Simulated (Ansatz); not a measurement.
# Ga2PtS4: the cost of one run

Computed with Ansatz 0.2.0 (DFT PBE, scalar-relativistic, plane waves, PAW, unless a step names another level, unless a step's input says otherwise).

1 further run of the same task is left out (it didn't finish).

**1. The starting structure**

Symmetry: P3m1, No. 156, trigonal system. Conventional cell: a = 3.602 Å, b = 3.602 Å, c = 15.123 Å, α = 90.00°, β = 90.00°, γ = 120.00°. Around Ga (site symmetry 3m) lie 3 S at 2.35 Å and 1 Ga at 2.47 Å. Around Pt (site symmetry 3m) lie 6 S at 2.41 Å. S (site symmetry 3m) has 3 Pt at 2.41 Å as nearest neighbours. S (site symmetry 3m) is surrounded by 3 Ga at 2.35 Å.

Coordinates:

```
Ga Pt S
1.0
     3.60180    0.00000    0.00000
    -1.80090    3.11925    0.00000
     0.00000    0.00000   15.12291
Ga Pt S
2 1 4
Direct
  0.33333 0.66667 0.41832
  0.33333 0.66667 0.58169
  0.00000 0.00000 0.99999
  0.66667 0.33333 0.91973
  0.33333 0.66667 0.08025
  0.00000 0.00000 0.34582
  0.00000 0.00000 0.65419
```

It came out lowest among 26 distinct ends of the trial cells. At a tolerance of 0.02 Å it has space group P3m1 (No. 156).

**2. Tight relaxation for the response runs, on the response runs' mesh and smearing**

input.yaml

```yaml
crystal:
  lattice:
    - [3.6018020184, 0.0, 0.0]
    - [-1.8009010092, 3.1192520474, 0.0]
    - [0.0, 0.0, 15.1229108452]
  atoms:
    - { symbol: Ga, position: [0.3333333333, 0.6666666667, 0.4183189279] }
    - { symbol: Ga, position: [0.3333333333, 0.6666666667, 0.5816913109] }
    - { symbol: Pt, position: [0.0, 0.0, 0.9999934915] }
    - { symbol: S, position: [0.6666666667, 0.3333333333, 0.919727734] }
    - { symbol: S, position: [0.3333333333, 0.6666666667, 0.0802536517] }
    - { symbol: S, position: [0.0, 0.0, 0.3458238672] }
    - { symbol: S, position: [0.0, 0.0, 0.6541910167] }
basis:
  ecutwfc: 420
kpoints:
  mp_grid: { grid: [12, 12, 2] }
hamiltonian:
  xc: pbe
scf:
  occupations: { method: fixed }
output:
  forces: true
  stress: true
  eigenvalues: true
relax:
  adjacent_minimum: "off"
  f_tol: 0.001
  max_steps: 60
  cell: { stress_tol: 0.01 }
```

Started as:

```console
$ ansatz run input.yaml --threads 3 --pin off --max-ram 7680MiB --backend cpu --events-out ev --progress --plain --runs-dir out
```

**Question.** How long does this run take on 3 threads of Arm Neoverse V1, shared host, and how much memory does it need?

About 71 s, with a peak of 0.59 GiB.
